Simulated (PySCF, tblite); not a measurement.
# C₄H₁₄Ge₂Si: geometry, infrared bands and NMR shifts

Aim: predict the infrared bands and NMR shifts of C₄H₁₄Ge₂Si (`C=[CH][Ge@@H]([CH3])[Ge@@H]([CH3])[SiH3]`).

The runs use tblite 0.8.0 and PySCF 2.14.0, with density-fitted response routines of our own; the level of theory stands in each step. All values are computed, except where a source is named. Atoms count from 0, in the outputs and in this text.

## Step 1: The molecule as given

21 atoms, charge 0, multiplicity 1; geometry from: force field or distance geometry start.

Bonds of the start (Å): C0–C1 1.35, C1–Ge2 1.92, Ge2–C3 1.96, Ge2–Ge4 2.40, Ge4–C5 1.93, Ge4–Si6 2.29, C0–H7 1.08, C0–H8 1.08, C1–H9 1.08, Ge2–H10 1.56, C3–H11 1.10, C3–H12 1.11, C3–H13 1.11, Ge4–H14 1.56, C5–H15 1.13, C5–H16 1.13, C5–H17 1.11, Si6–H18 1.48, Si6–H19 1.48, Si6–H20 1.47.

## Step 2: Optimising the geometry with GFN2-xTB

The job: settings as JSON, then the geometry in Å.

```
{"job": {"kind": "relax", "xc": "GFN2-xTB", "basis": "xTB"}, "charge": 0, "multiplicity": 1}
C      2.912800    -1.197500    -0.961100
C      1.868400    -0.351100    -1.012100
Ge     0.992900     0.181400     0.613400
C      1.354500     2.054400     1.046100
Ge    -1.399700     0.021900     0.443800
C     -2.063400     1.102800    -1.015500
Si    -2.142100    -2.145500     0.390200
H      3.387300    -1.471400    -1.894700
H      3.301500    -1.617600    -0.040100
H      1.532300     0.023700    -1.966300
H      1.525100    -0.738900     1.751500
H      1.961400     2.539700     0.261100
H      1.866500     2.098700     2.035300
H      0.400400     2.618000     1.153700
H     -1.962200     0.679100     1.743300
H     -1.423000     2.030500    -1.049200
H     -3.098200     1.485900    -0.791200
H     -2.040200     0.607900    -2.005700
H     -3.071500    -2.350200     1.520500
H     -2.880200    -2.481100    -0.844600
H     -1.031500    -3.073900     0.621000
```

Started as:

```bash
$ OMP_NUM_THREADS=1 python probes_run.py task.json out
```

The driver reads the jobs from task.json and runs them one after another.

**Question.** This job is followed by: GFN2-xTB harmonic vibrations, gas phase; GIAO PBE0/pcSseg-1 NMR shielding, non-relativistic, gas phase. Predict these results of the whole session: strongest single infrared mode (GFN2-xTB); zero-point energy (GFN2-xTB); 13C shifts against TMS (PBE0/pcSseg-1); 1H shifts against TMS (PBE0/pcSseg-1, means over atoms taken as alike); 73Ge shifts against GeMe4 (PBE0/pcSseg-1); 29Si shifts against TMS (PBE0/pcSseg-1).

The runs gave:

| quantity | value |
| --- | --- |
| strongest single infrared mode (GFN2-xTB) | 1764 cm⁻¹, 601 km/mol |
| zero-point energy (GFN2-xTB) | 94.4 kcal/mol |
| 13C shifts against TMS (PBE0/pcSseg-1) | 145.2, 139.8, -1.9, -5.6 ppm |
| 1H shifts against TMS (PBE0/pcSseg-1, means over atoms taken as alike) | 6.56, 6.40, 6.17, 4.41, 3.88, 3.59, 0.51, 0.41 ppm |
| 73Ge shifts against GeMe4 (PBE0/pcSseg-1) | -111, -267 ppm |
| 29Si shifts against TMS (PBE0/pcSseg-1) | -108.1 ppm |

Over 147 steps the energy fell by 0.374 eV; of the close pairs, Ge4–Si6 changed most, 2.292 to 2.356 Å. The lowest mode is slightly imaginary (13i cm⁻¹), a soft motion within the noise of the Hessian, so the minimum is not strictly shown. The strongest single mode, at 1764 cm⁻¹, moves mainly H14. Unscaled tight-binding wavenumbers are off by several per cent, some by more. Its intensities can rank the bands wrongly. C1 (alkene CH) lies farthest downfield among carbon, at 145.2 ppm; as expected for a trigonal carbon in a double bond. The most deshielded hydrogen is H9 (hydrogen on an alkene CH), at 6.56 ppm: olefinic region. Spin-orbit coupling is left out, which matters for shieldings and couplings at and beside the heavy atoms.
